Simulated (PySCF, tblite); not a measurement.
**C3H6BF2O2 radical: geometry, infrared bands and EPR parameters**

Wanted: the infrared bands and EPR parameters of C3H6BF2O2 radical (`[O][C@@H](O)CCB(F)F`), by calculation.

Programs: tblite 0.8.0 and PySCF 2.14.0, with density-fitted response routines of our own. Each step states its level of theory. These are calculated values for one molecule in the gas phase, unless marked as measured. Atoms are numbered from 0 throughout.

### Step 1. The molecule as given

14 atoms, charge 0, multiplicity 2; geometry from: force field or distance geometry start.

Bonds of the start (Å): O0–C1 1.39, C1–O2 1.40, C1–C3 1.51, C3–C4 1.49, C4–B5 1.59, B5–F6 1.45, B5–F7 1.47, C1–H8 1.11, O2–H9 0.97, C3–H10 1.11, C3–H11 1.14, C4–H12 1.12, C4–H13 1.11.

### Step 2. Optimising the geometry with GFN2-xTB

Job settings and geometry (Å):

```
{"job": {"kind": "relax", "xc": "GFN2-xTB", "basis": "xTB"}, "charge": 0, "multiplicity": 2}
O     -1.343300     1.502700    -0.822600
C     -1.216300     0.571000     0.195000
O     -2.463100     0.108700     0.627000
C     -0.450900    -0.636300    -0.277200
C      0.933400    -0.364300    -0.748300
B      1.876000     0.291800     0.347900
F      2.481500     1.558900    -0.012500
F      2.583500    -0.670600     1.200100
H     -0.687600     1.045200     1.053400
H     -2.587900     0.204000     1.588400
H     -1.050300    -1.157100    -1.058500
H     -0.382700    -1.395000     0.574800
H      0.893200     0.272700    -1.667800
H      1.413800    -1.332200    -1.021800
```

Started as:

```bash
> OMP_NUM_THREADS=1 python probes_run.py task.json out
```

One launch serves the whole session: the jobs run in the order shown.

The program printed:

```text
step      E/eV     max force
  0    -769.14429    3.780
  1    -769.95728    2.689
  2    -770.23913    2.291
  3    -770.34375    1.159
  4    -770.41004    0.551
  5    -770.43569    0.521
  6    -770.45784    0.458
  7    -770.46898    0.322
  8    -770.47823    0.275
  9    -770.48430    0.209
 10    -770.48760    0.148
 11    -770.48939    0.096
 12    -770.49101    0.136
 13    -770.49328    0.158
 14    -770.49629    0.217
 15    -770.49984    0.230
 16    -770.50401    0.188
 17    -770.50931    0.277
 18    -770.51526    0.273
 19    -770.52029    0.192
 20    -770.52375    0.143
 21    -770.52671    0.182
 22    -770.53060    0.269
 23    -770.53539    0.266
 24    -770.53883    0.296
 25    -770.54156    0.227
 26    -770.54433    0.128
 27    -770.54795    0.121
 28    -770.55094    0.175
 29    -770.55404    0.176
 30    -770.55613    0.130
 31    -770.55825    0.102
 32    -770.56121    0.140
 33    -770.56454    0.159
 34    -770.56351    0.565
 35    -770.56869    0.143
 36    -770.57012    0.117
 37    -770.57223    0.110
 38    -770.57423    0.105
 39    -770.57668    0.124
 40    -770.57923    0.123
 41    -770.58176    0.105
 42    -770.58435    0.108
 43    -770.58663    0.099
 44    -770.58748    0.240
 45    -770.58872    0.089
 46    -770.58932    0.063
 47    -770.59037    0.068
 48    -770.59105    0.077
 49    -770.59212    0.079
 50    -770.59306    0.068
 51    -770.59443    0.084
 52    -770.59627    0.093
 53    -770.59882    0.120
 54    -770.60174    0.152
 55    -770.60450    0.169
 56    -770.60269    0.430
 57    -770.61082    0.169
 58    -770.61345    0.104
 59    -770.61693    0.213
 60    -770.61907    0.195
 61    -770.62146    0.175
 62    -770.62378    0.189
 63    -770.62650    0.155
 64    -770.62982    0.130
 65    -770.63168    0.101
 66    -770.63335    0.146
 67    -770.63423    0.093
 68    -770.63514    0.126
 69    -770.63684    0.174
 70    -770.63791    0.116
 71    -770.63908    0.084
 72    -770.63994    0.082
 73    -770.64088    0.081
 74    -770.64191    0.121
 75    -770.64241    0.128
 76    -770.64338    0.047
 77    -770.64406    0.056
 78    -770.64433    0.057
 79    -770.64451    0.046
 80    -770.64466    0.040
 81    -770.64481    0.045
 82    -770.64497    0.048
 83    -770.64520    0.053
 84    -770.64548    0.045
 85    -770.64583    0.045
 86    -770.64619    0.045
 87    -770.64652    0.051
 88    -770.64681    0.045
 89    -770.64708    0.069
 90    -770.64731    0.049
 91    -770.64762    0.065
 92    -770.64813    0.068
 93    -770.64843    0.065
 94    -770.64870    0.048
 95    -770.64884    0.027
 96    -770.64893    0.015
 97    -770.64898    0.016
 98    -770.64901    0.017
 99    -770.64903    0.017
100    -770.64906    0.017
101    -770.64909    0.018
102    -770.64912    0.019
103    -770.64914    0.019
104    -770.64917    0.016
105    -770.64921    0.017
106    -770.64924    0.014
107    -770.64928    0.016
108    -770.64931    0.013
109    -770.64936    0.013
110    -770.64940    0.014
111    -770.64943    0.007
```

Run time: 0.89 s. Hardware: 1 thread of Arm Neoverse N1, shared host; peak memory 0.18 GiB.

Step by step: (not every step is listed)

```tsv
step	energy from step 0 (eV)	largest force (eV/Å)
0	0.0000	3.7805
1	-0.8130	2.6893
2	-1.0948	2.2913
3	-1.1995	1.1592
4	-1.2658	0.5505
5	-1.2914	0.5206
6	-1.3136	0.4578
7	-1.3247	0.3217
8	-1.3339	0.2754
17	-1.3650	0.2766
26	-1.4000	0.1283
35	-1.4244	0.1435
44	-1.4432	0.2399
53	-1.4545	0.1199
62	-1.4795	0.1894
71	-1.4948	0.0836
80	-1.5004	0.0404
89	-1.5028	0.0686
98	-1.5047	0.0171
106	-1.5050	0.0140
107	-1.5050	0.0160
108	-1.5050	0.0127
109	-1.5051	0.0127
110	-1.5051	0.0139
111	-1.5051	0.0073
```

Close pairs (by a distance rule), those that changed most:

```tsv
bond	before (Å)	after (Å)	change (Å)
B5–F7	1.467	1.321	-0.147
B5–F6	1.450	1.313	-0.137
O0–C1	1.386	1.273	-0.113
C1–C3	1.505	1.606	+0.100
C3–H11	1.143	1.090	-0.053
C3–C4	1.487	1.523	+0.036
C4–H12	1.119	1.095	-0.025
C3–H10	1.114	1.090	-0.024
```

The next job starts from the end point, and lists it.

### Step 3. Harmonic vibrations with GFN2-xTB

Job settings and geometry (Å):

```
{"job": {"kind": "ir", "xc": "GFN2-xTB", "basis": "xTB"}, "charge": 0, "multiplicity": 2}
O     -1.350189     1.465371    -0.769445
C     -1.265858     0.617982     0.176810
O     -2.489848     0.223267     0.738421
C     -0.428080    -0.688772    -0.233635
C      0.923963    -0.298633    -0.816118
B      1.968323     0.255046     0.230297
F      3.185884     0.621689    -0.096262
F      1.700394     0.367920     1.518649
H     -0.620368     1.022729     1.011144
H     -2.356250    -0.376466     1.480931
H     -1.050479    -1.180904    -0.980790
H     -0.322147    -1.324797     0.644911
H      0.755140     0.456704    -1.590226
H      1.348838    -1.161609    -1.336854
```

The program printed:

```text
mode    cm-1     km/mol
  1      40.5      0.92
  2      48.2     16.05
  3      89.4      5.61
  4     177.5      6.55
  5     227.4     10.71
  6     289.5    110.66
  7     312.5     14.00
  8     380.9     10.04
  9     419.7      7.30
 10     429.6     23.43
 11     495.1      9.19
 12     555.1      0.53
 13     700.6      8.99
 14     728.2      7.54
 15     811.5    133.68
 16     909.7      5.60
 17     971.7     65.80
 18    1043.5     70.78
 19    1067.4      5.41
 20    1096.7     49.02
 21    1131.4    214.31
 22    1155.3     45.53
 23    1204.3     41.92
 24    1233.2    149.85
 25    1252.8     19.30
 26    1271.8    313.79
 27    1330.5    307.50
 28    1354.7     61.27
 29    1414.6     19.50
 30    1444.3      0.62
 31    2474.0      8.45
 32    2951.0      1.85
 33    2972.6      4.77
 34    2991.7     21.25
 35    3000.2      7.67
 36    3533.7     21.49
```

It took 0.53 s on 1 thread of Arm Neoverse N1, shared host; peak memory 0.18 GiB.

The strongest bands and the atoms that carry them (share of the mass-weighted mode):

```tsv
cm⁻¹	km/mol	atoms
290	110.7	H9 80 %
812	133.7	C4 25 %, H13 19 %, B5 16 %, C3 12 %
972	65.8	C1 45 %, O2 22 %
1044	70.8	H8 31 %, C3 15 %, H13 13 %
1131	214.3	H9 50 %, H8 15 %
1233	149.8	B5 40 %, H12 13 %, H13 12 %, H10 10 %
1272	313.8	B5 59 %, F7 15 %
1330	307.5	B5 35 %, C4 24 %, H12 14 %
```

### Step 4. EPR parameters: B3LYP/pcH-1

Settings changed since step 3:

```diff
@@ -1,2 +1,2 @@
-{"job": {"kind": "ir", "xc": "GFN2-xTB", "basis": "xTB"}, "charge": 0, "multiplicity": 2}
+{"job": {"kind": "epr", "basis": "pcH-1"}, "charge": 0, "multiplicity": 2}
 O     -1.350189     1.465371    -0.769445
```

Level: UKS B3LYP, pcH-1 on B C F H O, non-relativistic, mean-field spin-orbit, GIAO.

The program printed:

```text
UKS, coarse grid
  cycle   1  E = -492.73605301  |g| = 8.55e-01
  cycle   2  E = -491.99188034  |g| = 1.64e+00
  cycle   3  E = -492.96370740  |g| = 3.25e-01
  cycle   4  E = -492.99815573  |g| = 1.84e-01
  cycle   5  E = -493.00904279  |g| = 6.17e-02
  cycle   6  E = -493.01040582  |g| = 3.41e-02
  cycle   7  E = -493.01094262  |g| = 9.26e-03
  cycle   8  E = -493.01098713  |g| = 3.50e-03
  cycle   9  E = -493.01099330  |g| = 9.03e-04
UKS, final grid
  cycle   1  E = -493.01085988  |g| = 1.14e-03
  cycle   2  E = -493.01085933  |g| = 1.93e-03
  cycle   3  E = -493.01086052  |g| = 2.45e-04
  cycle   4  E = -493.01086059  |g| = 1.70e-04
  cycle   5  E = -493.01086066  |g| = 9.66e-05
  cycle   6  E = -493.01086072  |g| = 4.80e-05
  cycle   7  E = -493.01086073  |g| = 3.60e-05
  cycle   8  E = -493.01086074  |g| = 1.45e-05
E = -493.01086074 Eh   <S^2> = 0.7556 (exact 0.7500)
g shifts (ppm)      1          2          3
  rmc          -268       -268       -268
  gc            -10         31         36
  oz_so          29       5211      19595
  total        -249       4974      19364
hyperfine (MHz)  atom isotope    a_iso     a_fc   dipolar eigenvalues
    0   17O     -42.49     -42.49   -215.71    106.50    109.20
    1   13C     -61.13     -61.13     -8.16      3.12      5.04
    2   17O       4.57       4.57    -12.22      5.12      7.10
    3   13C     107.65     107.65    -16.87    -16.18     33.05
    4   13C      -6.22      -6.22     -1.00     -0.70      1.70
    5   11B       1.20       1.20     -0.58     -0.53      1.11
    6   19F      -0.48      -0.48     -1.02     -0.57      1.59
    7   19F      23.65      23.65     -7.06     -6.49     13.55
    8    1H     373.86     373.86     -7.68     -4.09     11.77
    9    1H      -4.80      -4.80     -3.51     -2.89      6.39
   10    1H      -1.41      -1.41     -8.79     -1.23     10.02
   11    1H      -0.77      -0.77     -8.23     -2.60     10.83
   12    1H       2.39       2.39     -4.23     -3.06      7.28
   13    1H      13.94      13.94     -2.02     -1.20      3.22
```

It took 97 s on 1 thread of Arm Neoverse N1, shared host; peak memory 0.97 GiB.

Principal g values 2.00207, 2.00729, 2.02168; g(iso) = 2.01035, against 2.00232 for a free electron.

Hyperfine couplings; where a row names several nuclei, a(iso) is their mean (it holds for fast rotation or exchange) and the dipolar term the largest among them:

```tsv
nuclei	isotope	a(iso) (MHz)	a(iso) (G, at g = 2.0023)	largest dipolar term (MHz)
H8	1H	373.9	133.4	11.8
C3	13C	107.6	38.4	33.0
C1	13C	-61.1	-21.8	-8.2
O0	17O	-42.5	-15.2	-215.7
H13	1H	13.9	5.0	3.2
F6, F7	19F	11.6	4.1	13.5
C4	13C	-6.2	-2.2	1.7
H9	1H	-4.8	-1.7	6.4
O2	17O	4.6	1.6	-12.2
H12	1H	2.4	0.9	7.3
H10	1H	-1.4	-0.5	10.0
B5	11B	1.2	0.4	1.1
H11	1H	-0.8	-0.3	10.8
```

Mulliken spin populations:

O0 0.71; C1 -0.07; O2 0.03; C3 0.15; C4 0.00; B5 0.00; F6 0.00; F7 0.00; H8 0.17; H9 0.00; H10 0.01; H11 0.00; H12 0.00; H13 0.00

In first order the couplings over 0.8 MHz of 1H, 19F, 11B give 384 distinct lines over 151.0 G, if the averaged nuclei exchange fast; the same motion can average rows kept apart here too.

Orbitals, density, ELF and potential are computed afterwards from the orbital file.

ELF in a plane through or near 5 of the atoms.

Ten even steps from ' ' (0.00) to '@' (1.00):
```
                                                        
                                                        
                                                        
                              ....                      
                ++%%%%==    ==@@@@%%..                  
              --@@@@@@%%..  %%@@@@@@==                  
              ==@@@@@@@@--::%%@@@@@@::                  
              ..##@@@@%%++++**@@@@++    ....            
                ..**##++##%%--..++..  ==++==::          
        ......  ..**%%****##..--++..::**##++--          
        --++++==--::****..::====::..==%%%%**::          
      ..==**##**--  ::::            ==@@@@##::          
      ..--****==::++####==          --####++..          
        ::--::  ..##==++%%--  ....    ----::            
          ..    --%%**##%%--                            
                --##%%##++..                            
                ..::::..                                
                                                        
                                                        
                                                        
```
The map spans 11.5 Å across and 8.8 Å up, centred on the molecule. Atoms in the plane (x, y in Å): C3 (0.4, 0.6), F7 (-1.4, -1.8), H9 (2.6, -0.7), H10 (0.8, 1.6), H13 (-1.6, 1.5).

log10 of the density (e/Å³) in the same plane.

Ten even steps from ' ' (-4.0) to '@' (1.2):
```
                                                        
                                                        
                    ....    ........                    
              ....::::::::::::--::::..                  
            ..::--============++++==--::                
          ..::--==++****++++******++==::..              
          ..--==++##%%##****##%%##**==--::::..          
        ..::--==++##%%########%%##**++======--..        
      ..::--====++**########@@%%##**++++++++==--..      
      ::====++++++**########%%%%##****####**++==::      
    ..--++********####********##****##%%%%##++==::      
    ::==++**##########****++++++++++**%%%%##++==::      
    ::==++********##%%%%**++==++++++********++--..      
    ..--==++++++**%%@@@@##++==========++++==--::        
      ..--======**%%@@@@##++==--------------::..        
        ..::--==++**####**++--::::::::......            
            ..::--==++++==--......                      
                ..::----::..                            
                                                        
                                                        
```
The map spans 11.5 Å across and 8.8 Å up, centred on the molecule. Atoms in the plane (x, y in Å): C3 (0.4, 0.6), F7 (-1.4, -1.8), H9 (2.6, -0.7), H10 (0.8, 1.6), H13 (-1.6, 1.5).

On the surface of density 0.002 e/bohr³ the electrostatic potential runs, from the 1st to the 99th percentile, from -1.61 V near O2 to 2.44 V near H9.

The spin density lies nearest to O0 61 %; H8 14 %; C3 11 %.

### Step 5. What came out

| quantity | value |
| --- | --- |
| strongest single infrared mode (GFN2-xTB) | 1272 cm⁻¹, 314 km/mol |
| zero-point energy (GFN2-xTB) | 59.3 kcal/mol |
| g(iso) (B3LYP) | 2.01035 |
| ⟨S²⟩ | 0.756 (exact 0.75) |
| largest a(iso) (averaged by class) | 1H on H8, 373.9 MHz |
| potential on the surface of density 0.002 e/bohr³, 1st and 99th percentile | -1.61 V and 2.44 V |

Relaxing lowered the energy by 1.505 eV in 111 steps; the close pair that moved most is B5–F7, from 1.467 to 1.321 Å. All 36 modes are real, so the xTB geometry is a minimum. The strongest single mode, at 1272 cm⁻¹, moves mainly B5. GFN2-xTB is a fitted tight-binding method: band positions and strengths are rough. Its intensities can rank the bands wrongly. Most of the unpaired spin sits on O0 (0.71 e). The isotropic g lies 8.0 ppt above the free-electron value. The conformer search (at its own cheap level) found a structure 34.7 kcal/mol lower, too far down for a turn about a bond: it may have other bonds, so these spectra needn't be the molecule's.
